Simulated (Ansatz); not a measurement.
# Al2O3: the cost of one run

Program: Ansatz 0.2.0. Level of theory: DFT LDA, scalar-relativistic, plane waves, PAW. These are calculated values, not measurements.

### 1 The starting structure

It takes space group P-3m1 (No. 164, trigonal). Conventional cell: a = 3.017 Å, b = 3.017 Å, c = 7.575 Å, α = 90.00°, β = 90.00°, γ = 120.00°. Al (site symmetry 3m) has 4 O at 1.68 to 1.84 Å as nearest neighbours. O (site symmetry 3m) has 3 Al at 1.84 Å as nearest neighbours. O (site symmetry -3m) is surrounded by 2 Al at 1.68 Å.

Structure file:

```xyz
5
Lattice="3.0175 0.0000 0.0000 -1.5087 2.6132 0.0000 0.0000 0.0000 7.5746" Properties=species:S:1:pos:R:3 pbc="T T T"
Al    0.0000    0.0000    2.1054
Al    0.0000    0.0000    5.4693
O     0.0000    1.7421    1.5108
O     1.5087    0.8711    6.0638
O     0.0000    0.0000    3.7873
```

It goes back to an entry of the Materials Project, which need not be the stable form.

The cell is taken as given, not relaxed at this level.

### 2 Next: an axial (c/a) deformation path

At fixed volume and fractional coordinates, lengths along (0.000, 0.000, 1.000) are scaled against those across it; ρ is that ratio over its starting value.

### 3 At ρ = 0.850

File input.yaml:

```yaml
crystal:
  lattice:
    - [3.1854573241, 0.0, 0.0]
    - [-1.592728662, 2.7586869653, 0.0]
    - [0.0, 0.0, 6.7968505109]
  atoms:
    - { symbol: Al, position: [0.0, 0.0, 0.277951] }
    - { symbol: Al, position: [0.0, 0.0, 0.722049] }
    - { symbol: O, position: [0.3333333333, 0.6666666667, 0.199454] }
    - { symbol: O, position: [0.6666666667, 0.3333333333, 0.800546] }
    - { symbol: O, position: [0.0, 0.0, 0.5] }
basis:
  ecutwfc: 420
kpoints:
  mp_grid: { grid: [12, 12, 4] }
hamiltonian:
  xc: lda
scf:
  occupations: { method: gaussian, width: 0.05 }
output:
  forces: true
  stress: true
  eigenvalues: true
```

The run is started by

```bash
$ ansatz run input.yaml --threads 1 --pin off --max-ram 2560MiB --backend cpu --events-out ev --progress --plain --runs-dir out
```

What time and memory should one allow on 1 thread of Intel Xeon at 2.50GHz (Skylake/Cascade Lake), shared host?

About 5.8 s, with a peak of 0.35 GiB.
